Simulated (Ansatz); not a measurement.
# C₂H₆ClF₃O₂W: basis-set convergence

Aim: see how fast density functionals converge with the basis set for C₂H₆ClF₃O₂W.

Program: Ansatz 0.2.0, Gaussian basis. Level of theory: one geometry, several basis sets. These are calculated values, not measurements.

Plan: PBE0-D4/def2-SVP; ωB97M-V/def2-SVP; PBE0-D4/def2-QZVPP; ωB97M-V/def2-QZVPP; the functionals' def2-TZVPP values are taken from earlier runs.

1 further run of the same task is left out (for a known fault of the program). Runs told in other sessions of the task aren't counted.

## 1. The relaxed structure

An earlier PBE0-D4 in a triple-zeta def2 set relaxation fixed the geometry. W takes the def2 core potential; no spin-orbit term is included.

SMILES `C[O][W]([F])([F])([F])([Cl])[O]C`, 15 atoms, charge 0, spin multiplicity 1.

Atoms are counted from 1 here; the program's logs count them from 0.

Bond lengths: C1–O2 1.397 Å, C1–H10 1.094 Å, C1–H11 1.093 Å, C1–H12 1.091 Å, O2–W3 1.826 Å, W3–F4 1.863 Å, W3–F5 1.870 Å, W3–F6 1.870 Å, W3–Cl7 2.337 Å, W3–O8 1.826 Å, O8–C9 1.397 Å, C9–H13 1.091 Å, C9–H14 1.093 Å, C9–H15 1.094 Å. Angles: O2–C1–H10 108.4°, O2–C1–H11 109.4°, O2–C1–H12 109.1°, H10–C1–H11 109.5°, H10–C1–H12 110.0°, H11–C1–H12 110.3°, C1–O2–W3 145.0°, O2–W3–F4 93.4°, O2–W3–F5 88.8°, O2–W3–F6 173.0°, O2–W3–Cl7 89.4°, O2–W3–O8 97.4°, F4–W3–F5 89.2°, F4–W3–F6 89.2°, F4–W3–Cl7 175.8°, F4–W3–O8 93.4°, F5–W3–F6 84.8°, F5–W3–Cl7 87.7° and more.

## 2. PBE0-D4 in def2-SVP

File in.yaml:

```yaml
crystal:
  periodic: [false, false, false]
  atoms:
    - {symbol: C, position_ang: [2.071598, 0.071989, -1.834331]}
    - {symbol: O, position_ang: [0.852910, -0.161239, -1.191593]}
    - {symbol: W, position_ang: [-0.512010, 0.603866, -0.250208]}
    - {symbol: F, position_ang: [-1.788347, 0.175141, -1.538357]}
    - {symbol: F, position_ang: [-0.181041, 2.209347, -1.149388]}
    - {symbol: F, position_ang: [-1.809259, 1.585939, 0.670736]}
    - {symbol: Cl, position_ang: [1.027016, 1.300408, 1.365306]}
    - {symbol: O, position_ang: [-0.918848, -0.840705, 0.789944]}
    - {symbol: C, position_ang: [-1.388294, -1.258177, 2.038109]}
    - {symbol: H, position_ang: [2.838766, 0.237351, -1.072061]}
    - {symbol: H, position_ang: [1.985920, 0.959987, -2.465606]}
    - {symbol: H, position_ang: [2.329409, -0.798353, -2.439176]}
    - {symbol: H, position_ang: [-1.623524, -2.322386, 1.994284]}
    - {symbol: H, position_ang: [-2.279810, -0.683882, 2.302204]}
    - {symbol: H, position_ang: [-0.604485, -1.079285, 2.780138]}
basis:
  gaussian: {orbitals: def2-SVP}
hamiltonian: {xc: pbe0, dispersion: d4}
output: {orbitals: {seedname: orbitals}}
```

Command:

```console
ansatz run in.yaml --threads 4 --pin off --events-out ev --progress --plain --max-ram 46080MiB --backend cpu
```

After this run come: ωB97M-V in def2-SVP; PBE0-D4 in def2-QZVPP; ωB97M-V in def2-QZVPP.

Before running them: what should the planned runs give, taken together? Wanted: PBE0-D4: double and triple zeta above quadruple; ωB97M-V: double and triple zeta above quadruple.

As calculated:

```
                                       quantity           value
PBE0-D4: double and triple zeta above quadruple  23.51, 1.16 eV
ωB97M-V: double and triple zeta above quadruple  23.90, 1.11 eV
```

What this shows: For PBE0-D4 the step from double to triple zeta gains 22.35 eV and the next only 1.16 eV. Total energies overstate the basis error of differences, where much of it tends to cancel.
